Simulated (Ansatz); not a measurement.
# CH8GeO: the cost of one run

Program: Ansatz 0.2.0. Level of theory: RKS PBE0/def2-SVP. These are calculated values, not measurements.

## 1. The structure to begin with

Bond lengths: Ge1–C2 2.310 Å, C2–H3 1.110 Å, C2–H4 1.110 Å, C2–H5 1.110 Å, Ge1–H6 1.550 Å, Ge1–O7 1.769 Å, O7–H8 1.010 Å, Ge1–H9 1.549 Å. Angles: Ge1–C2–H3 109.5°, Ge1–C2–H4 109.5°, Ge1–C2–H5 109.5°, H3–C2–H4 109.4°, H3–C2–H5 109.4°, H4–C2–H5 109.4°, C2–Ge1–H6 109.5°, C2–Ge1–O7 109.5°, C2–Ge1–H9 109.5°, H6–Ge1–O7 109.5°, H6–Ge1–H9 109.5°, O7–Ge1–H9 109.5°, Ge1–O7–H8 109.5°.

Structure file:

```xyz
11

Ge    0.0000    0.0000    0.0000
C     0.0000    0.0000    2.3100
H    -0.9996   -0.3092    2.6805
H     0.7676   -0.7111    2.6805
H     0.2320    1.0203    2.6805
H     1.4616    0.0000   -0.5162
O    -0.8337    1.4443   -0.5894
H    -1.7915    1.2136   -0.8118
H    -0.7300   -1.2648   -0.5162
H     0.6884   -1.6150    0.5833
H     0.5495   -1.2893    1.5621
```

## 2. A restrained relaxation towards end A

Springs on the bonds that form and break draw the guess towards this end; the thresholds are loose.

input.yaml reads:

```yaml
crystal:
  periodic: [false, false, false]
  atoms:
    - { symbol: Ge, position_ang: [0.0, 0.0, 0.0] }
    - { symbol: C, position_ang: [0.0, 0.0, 2.31] }
    - { symbol: H, position_ang: [-0.9996, -0.3092, 2.6805] }
    - { symbol: H, position_ang: [0.7676, -0.7111, 2.6805] }
    - { symbol: H, position_ang: [0.232, 1.0203, 2.6805] }
    - { symbol: H, position_ang: [1.4616, 0.0, -0.5162] }
    - { symbol: O, position_ang: [-0.8337, 1.4443, -0.5894] }
    - { symbol: H, position_ang: [-1.7915, 1.2136, -0.8118] }
    - { symbol: H, position_ang: [-0.73, -1.2648, -0.5162] }
    - { symbol: H, position_ang: [0.6884, -1.615, 0.5833] }
    - { symbol: H, position_ang: [0.5495, -1.2893, 1.5621] }
basis:
  gaussian: { orbitals: def2-SVP }
hamiltonian:
  xc: pbe0
relax:
  f_tol: 0.15
  max_steps: 25
  restrain:
    - { distance: [0, 9], at: 2.75, k: 30.0 }
    - { distance: [10, 1], at: 2.31, k: 30.0 }
    - { distance: [0, 1], at: 1.96, k: 30.0 }
    - { distance: [10, 9], at: 0.66, k: 30.0 }
```

Run with:

```bash
> ansatz run input.yaml --threads 2 --pin off --max-ram 3072MiB --backend cpu --events-out ev --progress --plain --runs-dir out
```

**Question.** How long does this run take on 2 threads of Arm Neoverse V1, shared host, and how much memory does it need?

About 35 s, with a peak of 0.21 GiB.
